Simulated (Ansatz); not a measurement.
## HfIn4SiO6 in Ansatz: the effect of Hubbard term

Crystal: HfIn4SiO6.

```
CELL_PARAMETERS angstrom
2.71585 -4.70357 0.00833
2.71585 4.70357 0.00833
-1.87915 0.00000 7.40127
ATOMIC_POSITIONS crystal
Hf 0.78835 0.21165 0.00000
In 0.62175 0.37825 0.50000
In 0.45502 0.54498 0.00000
In 0.28407 0.71593 0.50000
In 0.95814 0.04186 0.50000
Si 0.12168 0.87832 0.00000
O 0.06219 0.11415 0.86666
O 0.88585 0.93781 0.13334
O 0.79490 0.53784 0.86663
O 0.46216 0.20510 0.13337
O 0.15352 0.62879 0.13333
O 0.37121 0.84648 0.86667
```

The cell was built by a generator and needn't be a form met in nature.

Alike in all runs:

- Program: Ansatz 0.2.0
- Task: single point
- Functional: PBE
- Potentials or basis: all-electron LAPW, scalar-relativistic
- Cutoff: 375 eV (chosen from the basis error)
- Basis error allowed: 0.002 eV/atom
- k mesh: 4 × 4 × 3
- Occupations: fermi-dirac, width 0.05 eV
- Spin: no spin polarisation

| Hubbard term | pressure (GPa) | largest force (eV/Å) |
| --- | --- | --- |
| none | ? | ? |
| Hf d U = 3 eV | 0.4 | 0.14 |
| Hf d U = 6 eV | 1.2 | 0.31 |

Problem. What does the run with Hubbard term none give?

Solution. Pressure -0.3 GPa; largest force 0.08 eV/Å.

Caveats: the k mesh is thin for a metal, which can move the energy by tens of meV per atom; U is the effective U less J, on atomic orbitals that reach past the spheres (some runs); U without spin polarisation on a metal has little footing (some runs).
